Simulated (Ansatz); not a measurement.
# MoS2: how the settings move a single-point run

How sensitive is a single-point run of MoS2 to its settings? A reference run comes first, then two runs with altered input. The cell is built on a prototype (fluorite) and needn't be the phase found in nature.

Program: Ansatz 0.2.0. Level of theory: reference: DFT, PBEsol, plane waves, PAW. These are calculated values, not measurements.

6 further runs of the same task are left out: 2 for a known fault of the program, 4 that didn't finish.

**1. The starting structure**

Symmetry: Fm-3m, No. 225, cubic system. The conventional cell has a = 5.865 Å, b = 5.865 Å, c = 5.865 Å, α = 90.00°, β = 90.00°, γ = 90.00°. Around Mo (site symmetry m-3m) lie 8 S at 2.54 Å. Around S (site symmetry -43m) lie 4 Mo at 2.54 Å.

Structure file:

```xyz
3
Lattice="0.0000 2.9324 2.9324 2.9324 0.0000 2.9324 2.9324 2.9324 0.0000" Properties=species:S:1:pos:R:3 pbc="T T T"
Mo    0.0000    0.0000    0.0000
S     1.4662    1.4662    1.4662
S     4.3986    4.3986    4.3986
```

**2. The reference run**

File input.yaml:

```yaml
crystal:
  lattice:
    - [0.0, 2.9323968606, 2.9323968606]
    - [2.9323968606, 0.0, 2.9323968606]
    - [2.9323968606, 2.9323968606, 0.0]
  atoms:
    - { symbol: Mo, position: [0.0, 0.0, 0.0] }
    - { symbol: S, position: [0.25, 0.25, 0.25] }
    - { symbol: S, position: [0.75, 0.75, 0.75] }
kpoints:
  mp_grid: { grid: [6, 6, 6] }
hamiltonian:
  xc: pbesol
scf:
  occupations: { method: fermi_dirac, width: 0.02 }
  n_extra_bands: 4
output:
  forces: true
  stress: true
  eigenvalues: true
```

The run is started by

```sh
ansatz run input.yaml --threads 4 --pin off --max-ram 3686MiB --backend cpu --events-out ev --progress --plain --runs-dir out
```

**3. Variant: mixing.ndim 2**

Changes to input.yaml since step 2:

```diff
@@ -16,2 +16,4 @@
   n_extra_bands: 4
+  mixing: { ndim: 2 }
+  max_iter: 84
 output:
```

**4. Changed: occupations.width 0.2**

Changes to input.yaml since step 2:

```diff
@@ -14,3 +14,3 @@
 scf:
-  occupations: { method: fermi_dirac, width: 0.02 }
+  occupations: { method: fermi_dirac, width: 0.2 }
   n_extra_bands: 4
```

Before running it: what results should come out? Wanted: for each run, ending; energy change; pressure; gap; force.

**Answer**, as computed:

```
                     run     ending        energy change  pressure (GPa)  gap (eV)  force (eV/Å)  cycles    time
               reference  converged                    0            -4.6      0.00          0.00       7  0.58 s
        1: mixing.ndim 2  converged         0.0 meV/atom            -4.6      0.00          0.00       9  0.57 s
2: occupations.width 0.2  converged  -8.2 meV/atom (σ→0)            -3.7      0.00          0.00       6  0.56 s
```

Residual by cycle in the longest SCF loop of each run; runs are numbered as in the table. The quantity is the density residual dr2, in eV.

```
cycle  reference    run 1    run 2
    1     0.0397   0.0397   0.0551
    2    0.00223  0.00223   0.0016
    3    0.00184  0.00184  0.00107
    4     1.4e-4   2.8e-4   7.1e-6
    5     1.9e-5   1.3e-4   1.6e-7
    6     1.4e-7   1.2e-5   2.2e-9
    7     2.1e-8   7.2e-6        -
    8          -   3.8e-6        -
    9          -   4.9e-8        -
```

The pressure spans -4.6 to -3.7 GPa over the reference and the converged variants. The reference leaves spin out although Mo can carry a moment, so its state need not be the lowest.
